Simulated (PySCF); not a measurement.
**Lu(NO2)3: other functionals and bases at one geometry**

How far do other levels of theory move the description of Lu(NO2)3, and what does each cost? The structure is generated, not taken from experiment.

The runs use PySCF 2.14.0; several levels, as the steps say, no spin–orbit coupling.

4 further runs of the same task are left out: 2 for a known fault of the program, 2 that didn't finish. Runs told in other sessions of the task aren't counted.

### 1 The starting structure

10 atoms, charge 0, spin multiplicity 1.

Bond lengths: Lu1–O2 2.296 Å, Lu1–O3 2.296 Å, Lu1–N4 2.749 Å, Lu1–O5 2.296 Å, Lu1–O6 2.296 Å, Lu1–N7 2.749 Å, Lu1–O8 2.296 Å, Lu1–O9 2.296 Å, Lu1–N10 2.749 Å, O2–N4 1.278 Å, O3–N4 1.278 Å, O5–N7 1.278 Å, O6–N7 1.278 Å, O8–N10 1.278 Å, O9–N10 1.278 Å. Angles: O2–Lu1–O3 55.0°, O2–Lu1–N4 27.5°, O2–Lu1–O5 100.7°, O2–Lu1–O6 120.3°, O2–Lu1–N7 112.9°, O2–Lu1–O8 100.7°, O2–Lu1–O9 134.2°, O2–Lu1–N10 119.8°, O3–Lu1–N4 27.5°, O3–Lu1–O5 134.2°, O3–Lu1–O6 100.7°, O3–Lu1–N7 119.8°, O3–Lu1–O8 120.3°, O3–Lu1–O9 100.7°, O3–Lu1–N10 112.9°, N4–Lu1–O5 119.8°, N4–Lu1–O6 112.9°, N4–Lu1–N7 120.0° and more.

As a file:

```xyz
10
charge 0, multiplicity 1
Lu    0.0000    0.0000    0.0000
O     2.0363    0.1434    1.0509
O     2.0363   -0.1435   -1.0509
N     2.7492    0.0000    0.0000
O    -1.1424    1.6918    1.0509
O    -0.8939    1.8352   -1.0509
N    -1.3746    2.3809    0.0000
O    -0.8939   -1.8352    1.0509
O    -1.1424   -1.6918   -1.0509
N    -1.3746   -2.3809    0.0000
```

Formal oxidation states: Lu +3. Each metal's 14 4f electrons lie in its core potential, so multiplicities, spins and levels count the valence alone. An earlier session relaxed this geometry at PBE, Lu lcecp-1-SVP with ECP60, O def2-SVP, N def2-SVP (singlet, point group D3).

At PBE on the finer grid: E = -654.518767 Eh, HOMO -7.21 eV, LUMO -4.55 eV, Mulliken charge on Lu1 +0.99 e, largest force component 0.015 eV/Å. 

Levels to run: revPBE; wB97X; r2SCAN; BP86. Hardware: 4 threads of Intel Xeon Platinum 8175M at 2.50GHz (Skylake/Cascade Lake), shared host.

### 2 revPBE

File run.py (the lines that set the calculation):

```python
mol = gto.M(atom='''
Lu     0.00000     0.00000     0.00000
O      2.03630     0.14345     1.05090
O      2.03630    -0.14346    -1.05090
N      2.74917     0.00000     0.00000
O     -1.14238     1.69176     1.05090
O     -0.89391     1.83521    -1.05090
N     -1.37458     2.38086     0.00000
O     -0.89392    -1.83521     1.05090
O     -1.14239    -1.69176    -1.05090
N     -1.37459    -2.38085     0.00000''',
    basis={'Lu': 'lcecp-1-SVP', 'O': 'def2-SVP', 'N': 'def2-SVP'},
    ecp={'Lu': 'lcecp-1-SVP'},
    charge=0, spin=0)
mf = dft.RKS(mol, xc='PBE_R,PBE')
mf.grids.atom_grid = (75, 302)  # f atoms: unpruned, at least (60, 302)
mf = mf.density_fit()  # fitting sets: Lu AutoAux, O def2-universal-JKFIT, N def2-universal-JKFIT
mf.conv_tol = 1e-08; mf.max_cycle = 55
mf.kernel(dm0)  # dm0: the density of the relaxed state
```

Started as:

```console
$ OMP_NUM_THREADS=4 python run.py
```

### 3 wB97X

Edit run.py (the lines that set the calculation) of step 2 so:

```diff
@@ -14,3 +14,3 @@
     charge=0, spin=0)
-mf = dft.RKS(mol, xc='PBE_R,PBE')
+mf = dft.RKS(mol, xc='WB97X')
 mf.grids.atom_grid = (75, 302)  # f atoms: unpruned, at least (60, 302)
```

### 4 r2SCAN

Edit run.py (the lines that set the calculation) of step 3 so:

```diff
@@ -14,3 +14,3 @@
     charge=0, spin=0)
-mf = dft.RKS(mol, xc='WB97X')
+mf = dft.RKS(mol, xc='R2SCAN')
 mf.grids.atom_grid = (75, 302)  # f atoms: unpruned, at least (60, 302)
```

### 5 BP86

Edit run.py (the lines that set the calculation) of step 4 so:

```diff
@@ -14,3 +14,3 @@
     charge=0, spin=0)
-mf = dft.RKS(mol, xc='R2SCAN')
+mf = dft.RKS(mol, xc='B88,P86')
 mf.grids.atom_grid = (75, 302)  # f atoms: unpruned, at least (60, 302)
```

Q: Predict the outcome of this session. Wanted: for each run, HOMO; gap; charge on Lu1; dipole; largest force component.

As calculated:

| level | state | HOMO (eV) | gap (eV) | charge on Lu1 (e) | dipole (D) | largest force component (eV/Å) | basis functions | time |
| --- | --- | --- | --- | --- | --- | --- | --- | --- |
| PBE (relaxed here) | singlet | -7.21 | 2.66 | 0.99 | 0.00 | 0.02 | 159 | 58 s |
| revPBE | singlet | -7.15 | 2.71 | 1.04 | 0.00 | 0.33 | 159 | 20 s |
| wB97X | singlet | -11.51 | 10.29 | 1.23 | 0.00 | 1.50 | 159 | 27 s |
| r2SCAN | singlet | -7.65 | 3.10 | 1.22 | 0.00 | 0.61 | 159 | 30 s |
| BP86 | singlet | -7.34 | 2.69 | 1.02 | 0.00 | 0.21 | 159 | 20 s |

Times are on 4 threads of Intel Xeon Platinum 8175M at 2.50GHz (Skylake/Cascade Lake), shared host; the first row also made further properties.

In one basis the HOMO–LUMO gap runs from 2.66 eV (PBE) to 10.29 eV (wB97X). The largest leftover force, 1.50 eV/Å with wB97X, stands at a geometry relaxed at another level. The Mulliken charge on Lu spans +0.99 to +1.23 e over the levels. With 4f in the core, its levels are missing from HOMO and gap, and its count is fixed, so no charge can pass from the ligands into it. Total energies of different levels can't be compared. Spin–orbit coupling is left out throughout.
